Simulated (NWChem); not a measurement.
# BN2H5 (SMILES NBN) at PBE0/cc-pVDZ

Aim: the electronic atomisation energy of BN2H5 at PBE0/cc-pVDZ, from 4 runs. 

The results are computed with NWChem 7.3.0.

## (1) The structure to begin with

BN2H5 has 8 atoms, charge 0, and is taken as a singlet. As SMILES, `NBN`. Geometry: relaxed at PBE0-D4/def2-TZVP.

Bond lengths: N1–B2 1.409 Å, B2–N3 1.409 Å, N1–H4 1.005 Å, N1–H5 1.002 Å, B2–H6 1.200 Å, N3–H7 1.003 Å, N3–H8 1.005 Å. Angles: N1–B2–N3 122.9°, N1–B2–H6 118.5°, N3–B2–H6 118.5°, B2–N1–H4 124.5°, B2–N1–H5 121.9°, B2–N3–H7 121.9°, B2–N3–H8 124.5°, H4–N1–H5 113.6°, H7–N3–H8 113.6°.

## (2) The energy at PBE0/cc-pVDZ (run 1)

File job.xyz:

```xyz
8
BH5N2
N     -0.971000     0.516500    -0.581100
B      0.194200     0.386600     0.200500
N      0.848200    -0.845200     0.401400
H     -1.426800    -0.244500    -1.053400
H     -1.423900     1.400900    -0.713700
H      0.649700     1.368600     0.718000
H      1.676700    -0.919800     0.960900
H      0.545000    -1.720300     0.011600
```

File job.nw:

```
start job
title "BH5N2"
memory 2200 mb

geometry noautosym nocenter noautoz
  load job.xyz
end

basis spherical bse
  * library cc-pVDZ
end

dft
  xc pbe0
  mult 1
  grid fine
  convergence energy 1e-08
  iterations 100
  mulliken
  noprint "final vectors analysis"
end

task dft energy
```

Started as:

```sh
$ nwchem job.nw > job.out
```

The log of the run:

```text
[...]
          Wavefunction type:  closed shell.
          No. of atoms     :     8
          No. of electrons :    24
[...]
          Charge           :     0
          Spin multiplicity:     1
[...]
          AO basis - number of functions:    67
[...]
              XC Information
              --------------
                         PBE0 Method XC Functional
                     Hartree-Fock (Exact) Exchange  0.250
          PerdewBurkeErnzerhof Exchange Functional  0.750
            Perdew 1991 LDA Correlation Functional  1.000 local
           PerdewBurkeErnz. Correlation Functional  1.000 non-local
[...]
 d= 0,ls=0.0,diis     1   -137.2312360823 -2.06D+02  9.63D-03  4.37D-01     2.0
[...]
 d= 0,ls=0.0,diis     8   -137.2817882981 -1.68D-10  3.74D-07  2.11D-09    12.5
         Total DFT energy =     -137.281788298144
      One electron energy =     -321.510121304912
           Coulomb energy =      135.056767988141
    Exchange-Corr. energy =      -19.681034784393
 Nuclear repulsion energy =       68.852599803019
[...]
      Total Density - Mulliken Population Analysis
     ---------------------------------------------
    Atom       Charge   Shell Charges
 -----------   ------   -------------------------------------------------------
    1 N    7     7.06   2.01  0.72  0.54  2.48  1.29  0.01
    2 B    5     5.14   2.02  0.56  0.27  1.65  0.45  0.20
    3 N    7     7.06   2.01  0.72  0.54  2.48  1.29  0.01
    4 H    1     0.93   0.73  0.13  0.06
    5 H    1     0.91   0.73  0.12  0.06
    6 H    1     1.07   0.75  0.30  0.01
    7 H    1     0.91   0.73  0.12  0.06
    8 H    1     0.93   0.73  0.13  0.06
[...]
```

Wall time 13 s (1 thread of Intel Xeon Platinum 8259CL at 2.50GHz (Skylake/Cascade Lake), shared host); peak memory 0.11 GiB.

## (3) The B atom at the same level (run 2)

File input.nw:

```
start input
memory stack 880 mb heap 220 mb global 1100 mb
charge 0

geometry noautosym nocenter noautoz
B     0.000000    0.000000    0.000000
end

basis spherical bse
* library cc-pVDZ
end

dft
xc pbe0
mult 2
grid fine
convergence energy 1e-08
iterations 100
mulliken
print low
end

task dft energy
```

Started as:

```sh
$ nwchem input.nw > input.out
```

The log of the run:

```text
[...]
 d= 0,ls=0.0,diis     1    -24.5973184975 -2.46D+01  2.24D-02  1.81D-02     0.1
[...]
 d= 0,ls=0.0,diis     6    -24.6159213360 -3.10D-09  1.82D-07  1.16D-12     0.3
[...]
         Total DFT energy =      -24.615921336027
      One electron energy =      -32.388583071329
           Coulomb energy =       11.624756113007
    Exchange-Corr. energy =       -3.852094377705
 Nuclear repulsion energy =        0.000000000000
[...]
      Total Density - Mulliken Population Analysis
     ---------------------------------------------
    Atom       Charge   Shell Charges
 -----------   ------   -------------------------------------------------------
    1 B    5     5.00   2.01  0.93  1.07  0.61  0.39  0.00
     --------------------------------------------
      Spin Density - Mulliken Population Analysis
     --------------------------------------------
    Atom       Charge   Shell Charges
 -----------   ------   -------------------------------------------------------
    1 B    5     1.00   0.00  0.02 -0.02  0.61  0.39 -0.00
[...]
      <S2> =      0.7532 (Exact =     0.7500)
[...]
```

Run time: 0.89 s. Hardware: 1 thread of Intel Xeon Platinum 8259CL at 2.50GHz (Skylake/Cascade Lake), shared host; peak memory 0.1 GiB.

Run 3 isn't shown in full; the table further down has it.

## (4) The N atom at the same level (run 4)

File n.nw:

```
start n
title "N"
memory total 2200 mb

geometry noautosym nocenter noautoz
 N      0.000000     0.000000     0.000000
end

basis spherical bse
 * library cc-pVDZ
end

dft
 xc pbe0
 mult 4
 grid fine
 convergence energy 1e-08
 iterations 100
 mulliken
 noprint "final vectors analysis"
end

task dft
```

Started as:

```sh
$ nwchem n.nw > n.out
```

The log of the run:

```text
[...]
          Wavefunction type:  spin polarized.
          No. of atoms     :     1
          No. of electrons :     7
[...]
          Charge           :     0
          Spin multiplicity:     4
[...]
          AO basis - number of functions:    14
[...]
              XC Information
              --------------
                         PBE0 Method XC Functional
                     Hartree-Fock (Exact) Exchange  0.250
          PerdewBurkeErnzerhof Exchange Functional  0.750
            Perdew 1991 LDA Correlation Functional  1.000 local
           PerdewBurkeErnz. Correlation Functional  1.000 non-local
[...]
 d= 0,ls=0.0,diis     1    -54.4985069140 -5.45D+01  2.40D-02  9.51D-02     0.2
[...]
 d= 0,ls=0.0,diis     6    -54.5307478360 -2.02D-10  1.59D-09  6.94D-16     0.4
[...]
         Total DFT energy =      -54.530747835954
      One electron energy =      -73.961698896794
           Coulomb energy =       26.175428105092
    Exchange-Corr. energy =       -6.744477044252
 Nuclear repulsion energy =        0.000000000000
[...]
      Total Density - Mulliken Population Analysis
     ---------------------------------------------
    Atom       Charge   Shell Charges
 -----------   ------   -------------------------------------------------------
    1 N    7     7.00   2.01  0.91  1.08  1.88  1.12  0.00
     --------------------------------------------
      Spin Density - Mulliken Population Analysis
     --------------------------------------------
    Atom       Charge   Shell Charges
 -----------   ------   -------------------------------------------------------
    1 N    7     3.00   0.00  0.06 -0.07  1.88  1.12  0.00
[...]
      <S2> =      3.7516 (Exact =     3.7500)
[...]
```

Run time: 0.95 s. Hardware: 1 thread of Intel Xeon Platinum 8259CL at 2.50GHz (Skylake/Cascade Lake), shared host; peak memory 0.1 GiB.

## (5) The series

```
run          level  partner  energy (Eh)  wall time
  1   PBE0/cc-pVDZ     base  -137.281788       13 s
  2  UPBE0/cc-pVDZ    atoms   -24.615921     0.89 s
  3  UPBE0/cc-pVDZ    atoms    -0.500290     0.69 s
  4  UPBE0/cc-pVDZ    atoms   -54.530748     0.95 s
```

## (6) What came out

Level: PBE0/cc-pVDZ.

```
                     quantity         value
         N atom: total energy  -54.53075 Eh
                 N atom: ⟨S²⟩         3.752
electronic atomisation energy     30.012 eV
```

What this shows: Taking the molecule apart into free atoms costs 30.01 eV (692 kcal/mol), before zero-point energy and without spin-orbit coupling. All runs together took 16 s, the longest 13 s.
